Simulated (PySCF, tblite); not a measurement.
**C5H4F2: infrared bands, NMR shifts and spin-spin couplings**

What infrared bands, NMR shifts and spin-spin couplings should C5H4F2 (`C/C(F)=C1C=C/1F`) show?

Programs: tblite 0.8.0 and PySCF 2.14.0, with density-fitted response routines of our own. Each step states its level of theory. These are calculated values for one molecule in the gas phase, unless marked as measured. Atoms count from 0, in the outputs and in this text.

### 1 Starting geometry

11 atoms, charge 0, multiplicity 1; geometry from: GFN2-xTB.

Bonds of the start (Å): C0–C1 1.49, C1–F2 1.37, C1–C3 1.31, C3–C4 1.49, C4–C5 1.31, C5–F6 1.31, C5–C3 1.44, C0–H7 1.09, C0–H8 1.09, C0–H9 1.09, C4–H10 1.06.

### 2 Vibrational analysis with GFN2-xTB

The job: settings as JSON, then the geometry in Å.

```
{"job": {"kind": "ir", "xc": "GFN2-xTB", "basis": "xTB"}, "charge": 0, "multiplicity": 1}
C     -1.719800     0.434376     0.324115
C     -0.601287    -0.544333     0.188814
F     -0.979195    -1.842694     0.414525
C      0.648764    -0.294491    -0.110802
C      2.056593    -0.691218    -0.373948
C      1.739090     0.581474    -0.445647
F      2.107814     1.819422    -0.661452
H     -1.356952     1.439070     0.132361
H     -2.513882     0.195266    -0.382759
H     -2.138725     0.386302     1.328874
H      2.763004    -1.480503    -0.440044
```

**Question.** This job is followed by: GIAO PBE0/pcSseg-1 NMR shielding, non-relativistic, gas phase; B3LYP/pcJ-1 indirect spin-spin coupling, non-relativistic, gas phase. What will the session give for the following? strongest single infrared mode (GFN2-xTB); zero-point energy (GFN2-xTB); ¹³C shifts against TMS (PBE0/pcSseg-1); ¹H shifts against TMS (PBE0/pcSseg-1, means over atoms taken as alike); ¹⁹F shifts against CFCl3 (PBE0/pcSseg-1); largest coupling of the table (B3LYP/pcJ-1).

The runs gave:

| quantity | value |
| --- | --- |
| strongest single infrared mode (GFN2-xTB) | 1106 cm⁻¹, 316 km/mol |
| zero-point energy (GFN2-xTB) | 45.2 kcal/mol |
| ¹³C shifts against TMS (PBE0/pcSseg-1) | 159.7, 135.9, 105.2, 100.7, 20.5 ppm |
| ¹H shifts against TMS (PBE0/pcSseg-1, means over atoms taken as alike) | 6.19, 2.15 ppm |
| ¹⁹F shifts against CFCl3 (PBE0/pcSseg-1) | -125.1, -170.4 ppm |
| largest coupling of the table (B3LYP/pcJ-1) | ¹J(C,F) C5–F6, -530.0 Hz |

In words: No mode is imaginary among the 27: a minimum at this level. The strongest single mode, at 1106 cm⁻¹, is spread over several atoms, C4, C5, F6, C3 among them. Unscaled tight-binding wavenumbers are off by several per cent, some by more. Its intensities can rank the bands wrongly. H10 (hydrogen on an alkene CH) lies farthest downfield among hydrogen, at 6.19 ppm; olefinic region. At PBE0/pcSseg-1: The largest span, 366 ppm, is at F6, where the paramagnetic term is -174 ppm. In the run at B3LYP/pcJ-1, the largest coupling of the table is C5–F6, -530.0 Hz, of which the Fermi-contact term gives -488.8 Hz. Density functionals describe couplings to fluorine poorly, F–F couplings above all, so those rows are rough.
